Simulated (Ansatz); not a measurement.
# Cl4Fe: the cost of one run

Program: Ansatz 0.2.0. Level of theory: the levels named in each step. These are calculated values, not measurements.

## 1. The system as given

Bond lengths: Cl1–Fe2 2.175 Å, Fe2–Cl3 2.175 Å, Fe2–Cl4 2.176 Å, Fe2–Cl5 2.175 Å. Angles: Cl1–Fe2–Cl3 109.5°, Cl1–Fe2–Cl4 109.5°, Cl1–Fe2–Cl5 109.5°, Cl3–Fe2–Cl4 109.4°, Cl3–Fe2–Cl5 109.5°, Cl4–Fe2–Cl5 109.4°.

As a file:

```xyz
5

Cl   -1.1098   -0.0082    1.8706
Fe    0.0002    0.0002    0.0005
Cl    1.7890   -1.2187    0.2123
Cl   -1.2461   -0.8130   -1.5865
Cl    0.5667    2.0403   -0.4971
```

## 2. A rough first relaxation, PBE-D4/def2-SVPD

This run stands in another session on the same molecule. It ended at:

```xyz
5

Cl   -1.1436   -0.0088    1.9277
Fe    0.0000    0.0002    0.0000
Cl    1.8437   -1.2555    0.2192
Cl   -1.2845   -0.8377   -1.6347
Cl    0.5844    2.1025   -0.5123
```

## 3. Relaxation, PBE0-D4/def2-TZVPPD

The input, input.yaml:

```yaml
crystal:
  periodic: [false, false, false]
  atoms:
    - { symbol: Cl, position_ang: [-1.14363058, -0.00884584, 1.92766716] }
    - { symbol: Fe, position_ang: [1.061e-05, 0.00015141, 1.02e-06] }
    - { symbol: Cl, position_ang: [1.84374418, -1.25549054, 0.21918565] }
    - { symbol: Cl, position_ang: [-1.28454302, -0.8376964, -1.63472188] }
    - { symbol: Cl, position_ang: [0.58438881, 2.10253138, -0.51234195] }
magnetization:
  spin_polarized: true
  initial_magnetization: 5
total_charge: -1
basis:
  gaussian: { orbitals: def2-TZVPPD.json }
hamiltonian:
  xc: pbe0
  dispersion: d4
relax:
  f_tol: 0.002
  max_steps: 150
```

Launch:

```
$ ansatz run input.yaml --threads 4 --pin off --max-ram 10240MiB --backend cpu --events-out ev --progress --plain --runs-dir out
```

What time and memory should one allow on 4 threads of Arm Neoverse V2, shared host?

About 73 s, with a peak of 1.6 GiB.
